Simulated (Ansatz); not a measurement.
# One shape, several levels: singlet CaBr+

Aim: a comparison of 6 runs (HF/STO-3G, HF/cc-pVTZ, revPBE/cc-pVTZ, wB97X/cc-pVTZ, RPA@PBE/cc-pVTZ, CCSD(T)/cc-pVTZ) of singlet CaBr+. 

The results are computed with Ansatz 0.2.0.

38 further runs of the same task are left out: 3 that didn't finish, 35 set aside as unsound or not needed.

## (1) The system as given

CaBr+ has 2 atoms, charge +1, and is taken as a singlet. SMILES of the parent species: `[Ca][Br]`. Geometry: relaxed at PBE0-D4/def2-TZVP. That shape belongs to the parent species and isn't relaxed for this state.

Bond lengths: Ca1–Br2 2.596 Å.

## (2) The energy at HF/STO-3G (run 1)

File job.yaml:

```yaml
crystal:
  periodic: [false, false, false]
  atoms:
    - {symbol: Ca, position_ang: [0.000000, -0.000000, 0.018570]}
    - {symbol: Br, position_ang: [-0.000000, 0.000000, 2.614140]}
basis:
  gaussian:
    orbitals: STO-3G
accuracy: high
output:
  orbitals: {seedname: orbitals}
total_charge: 1
hamiltonian:
  xc: hf
```

On the command line:

```
$ ansatz run job.yaml --threads 1 --pin off --max-ram 3480MiB --events-out events.jsonl --progress --plain --runs-dir runs
```

The program printed:

```text
Warning: RAYON_NUM_THREADS=1 ignored (pool sized by the plan → 1); use --threads N
Functional definition: HF
  name "HF"
  exchange = exact_x
  correlation = 0
492 factors; integrals over basis functions are off by at most 4.2e-9 eV
mean field evaluation 1: about -87469.5466 eV, gradient 1.3e1 eV
mean field evaluation 2: about -87469.6108 eV, gradient 1.3e1 eV
mean field evaluation 4: about -87471.6260 eV, gradient 5.9e-1 eV
mean field evaluation 8: about -87471.6506 eV, gradient 3.3e-2 eV
mean field evaluation 16: about -87471.6506 eV, gradient 2.0e-8 eV
mean field -87471.65058983 eV, -3214.5238687621 hartree, gradient 2.3e-8 eV, S^2 0.000000; 0 other end points of the search recorded, 0 dependent functions left out
reference -87471.65058983 eV, -3214.5238687621 hartree; 27, 27 occupied and 4, 4 virtual orbitals, 492 factors
Total energy: -87471.65058983 eV, -3214.5238687621 hartree
```

Run time: 0.3 s. Hardware: 1 thread of Arm Neoverse V1, shared host.

## (3) A single-point energy at HF/cc-pVTZ (run 2)

File in.yaml:

```yaml
crystal:
  periodic: [false, false, false]
  atoms:
    - {symbol: Ca, position_ang: [0.000000, -0.000000, 0.018570]}
    - {symbol: Br, position_ang: [-0.000000, 0.000000, 2.614140]}
basis:
  gaussian:
    orbitals: cc-pVTZ
total_charge: 1
hamiltonian:
  xc: hf
accuracy: high
output: {orbitals: {seedname: orbitals}}
```

On the command line:

```
$ ansatz run in.yaml --threads 1 --pin off --max-ram 3480MiB --events-out events.jsonl --progress --plain --runs-dir runs
```

The program printed:

```text
Warning: RAYON_NUM_THREADS=1 ignored (pool sized by the plan → 1); use --threads N
[... 4 set-up lines as earlier in the session ...]
1096 factors; integrals over basis functions are off by at most 4.3e-9 eV
mean field evaluation 1: about -88409.4268 eV, gradient 3.3e1 eV
mean field evaluation 2: about -88409.5315 eV, gradient 3.3e1 eV
mean field evaluation 4: about -88412.7794 eV, gradient 1.5e0 eV
mean field evaluation 8: about -88412.8264 eV, gradient 1.4e-1 eV
mean field evaluation 16: about -88412.8267 eV, gradient 2.2e-8 eV
mean field -88412.82668727 eV, -3249.1114523908 hartree, gradient 7.3e-8 eV, S^2 0.000000; 0 other end points of the search recorded, 0 dependent functions left out
reference -88412.82668727 eV, -3249.1114523908 hartree; 27, 27 occupied and 59, 59 virtual orbitals, 1096 factors
Total energy: -88412.82668727 eV, -3249.1114523908 hartree
```

It took 2.5 s on 1 thread of Arm Neoverse V1, shared host; peak memory 0.18 GiB.

Runs 3 to 5 aren't shown in full; the table further down has their settings and results.

## (4) A single-point energy at CCSD(T)/cc-pVTZ (run 6)

File molecule.yaml:

```yaml
crystal:
  periodic: [false, false, false]
  atoms:
    - {symbol: Ca, position_ang: [0.000000, -0.000000, 0.018570]}
    - {symbol: Br, position_ang: [-0.000000, 0.000000, 2.614140]}
basis:
  gaussian:
    orbitals: cc-pVTZ
correlation:
  method: ccsd_t
  frozen_orbitals: {Br: 9, Ca: 5}
accuracy: high
scf:
  omitted_lower_state_checks: [cluster_reference, increment]
total_charge: 1
```

On the command line:

```
$ ansatz run molecule.yaml --threads 1 --pin off --max-ram 3480MiB --events-out events.jsonl --progress --plain --runs-dir runs
```

The program printed, cut to the lines that bear on the results:

```text
Warning: RAYON_NUM_THREADS=1 ignored (pool sized by the plan → 1); use --threads N
[... 2 set-up lines as earlier in the session ...]
[...]
1096 factors; integrals over basis functions are off by at most 4.3e-9 eV
[...]
mean field -88412.82668727 eV, -3249.1114523908 hartree, gradient 7.3e-8 eV, S^2 0.000000; 0 other end points of the search recorded, 0 dependent functions left out
14 core orbitals not correlated: weight in the atoms' cores, before any rotation towards them, 1.000 or more for the frozen orbitals, at most 0.000 for the correlated occupied ones
reference -88412.82668727 eV, -3249.1114523908 hartree; 13, 13 occupied and 59, 59 virtual orbitals, 1096 factors
second order -10.55671291 eV of doubles, -0.00000000 eV of singles
cycle   1  -10.95999002 eV  change   -4.0e-1 eV  update   5.9e-2
[...]
cycle  21  -11.17381308 eV  change   8.8e-10 eV  update   2.2e-9
perturbative correction -0.32317661 eV, -0.0118765212 hartree
Total energy: -88424.32367695 eV, -3249.5339589687 hartree
Checks for a lower state left out: cluster_reference, increment
```

It took 8.1 s on 1 thread of Arm Neoverse V1, shared host; peak memory 0.31 GiB.

## (5) Overview of the runs

| run | level | frozen core orbitals | energy (Eh) | HOMO energy (eV) | LUMO energy (eV) | HOMO–LUMO gap (eV) | wall time |
| --- | --- | --- | --- | --- | --- | --- | --- |
| 1 | HF/STO-3G | – | -3214.523869 | -12.24 | -4.53 | 7.71 | 0.3 s |
| 2 | HF/cc-pVTZ | – | -3249.111452 | -14.49 | -5.57 | 8.92 | 2.5 s |
| 3 | revPBE/cc-pVTZ | – | -3251.322317 | -10.94 | -8.06 | 2.88 | 6.6 s |
| 4 | wB97X/cc-pVTZ | – | -3251.676959 | -14.20 | -5.30 | 8.90 | 34 s |
| 5 | RPA@PBE/cc-pVTZ | 14 | -3249.685321 | – | – | – | 11 s |
| 6 | CCSD(T)/cc-pVTZ | 14 | -3249.533959 | – | – | – | 8.1 s |

## (6) What came out

| quantity | value |
| --- | --- |
| run 6: total energy | -3249.53396 Eh |
| run 6: correlation energy (14 core orbitals frozen) | -422.5 mEh |
| run 6: (T) correction | -11.88 mEh |
| run 6: T1 diagnostic | 0.008 |

Over runs 1, 2, 3, 4 the HOMO–LUMO gap runs from 2.88 eV (revPBE/cc-pVTZ) to 8.92 eV (HF/cc-pVTZ). Exact exchange widens orbital gaps. Totals of different functionals can't be ranked against each other. In run 1 the basis is minimal, so the values are rough. All runs together took 63 s, the longest 34 s.
